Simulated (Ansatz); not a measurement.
**GaH5N2: molecular dynamics**

Aim: follow the molecule's vibrations and see whether its bonds hold. The start is relaxed first. Runs: 500 steps of 0.5 fs under a Langevin thermostat at 300 K.

All numbers below are computed with Ansatz 0.2.0 (RKS LDA/def2-SVP).

**1. The starting structure**

Bond lengths: Ga1–H2 1.570 Å, Ga1–N3 1.930 Å, N3–H4 1.060 Å, N3–H5 1.060 Å, Ga1–N6 1.930 Å, N6–H7 1.060 Å, N6–H8 1.060 Å. Angles: H2–Ga1–N3 120.0°, H2–Ga1–N6 120.0°, N3–Ga1–N6 120.0°, Ga1–N3–H4 120.0°, Ga1–N3–H5 120.0°, H4–N3–H5 120.0°, Ga1–N6–H7 120.0°, Ga1–N6–H8 120.0°, H7–N6–H8 120.0°.

As a file:

```xyz
8

Ga    0.0000    0.0000    0.0000
H     0.0000    0.0000    1.5700
N     1.6714    0.0000   -0.9650
H     2.1380   -0.9179   -1.2168
H     2.1227    0.9179   -1.2432
N    -1.6714    0.0000   -0.9650
H    -2.3403   -0.8164   -0.8664
H    -1.9204    0.8164   -1.5936
```

**2. Preparing the start**

Contents of input.yaml:

```yaml
crystal:
  periodic: [false, false, false]
  atoms:
    - { symbol: Ga, position_ang: [0.0, 0.0, 0.0] }
    - { symbol: H, position_ang: [0.0, 0.0, 1.57] }
    - { symbol: "N", position_ang: [1.6714, 0.0, -0.965] }
    - { symbol: H, position_ang: [2.138, -0.9179, -1.2168] }
    - { symbol: H, position_ang: [2.1227, 0.9179, -1.2432] }
    - { symbol: "N", position_ang: [-1.6714, 0.0, -0.965] }
    - { symbol: H, position_ang: [-2.3403, -0.8164, -0.8664] }
    - { symbol: H, position_ang: [-1.9204, 0.8164, -1.5936] }
basis:
  gaussian: { orbitals: def2-SVP }
hamiltonian:
  xc: lda
relax:
  f_tol: 0.02
  max_steps: 40
```

Launch:

```
ansatz run input.yaml --threads 2 --pin off --max-ram 3072MiB --backend cpu --events-out ev --progress --plain --runs-dir out
```

The runs that follow: Dynamics.

Before running it: what results should come out? Wanted: relaxation of the start; temperature, first and last step; temperature, second half; potential energy, second half; bonds formed or broken.

As calculated:

| quantity | value |
| --- | --- |
| relaxation of the start | 12 moves, 1.317 eV lower |
| length | 500 steps of 0.5 fs |
| temperature, first and last step | 262 and 291 K |
| temperature, second half | mean 234 K, from 104 to 360 K |
| potential energy, second half | +23 meV/atom from the start |
| bonds formed or broken | 0 |

**Reading.** Against a set 300 K the second half averages 234 K with a spread of 53 K. The bonding pattern survives the run. A run of 250 fs with 8 atoms shows the motion but fixes no equilibrium value. The nuclei move classically, without zero-point motion, which matters most for hydrogen.
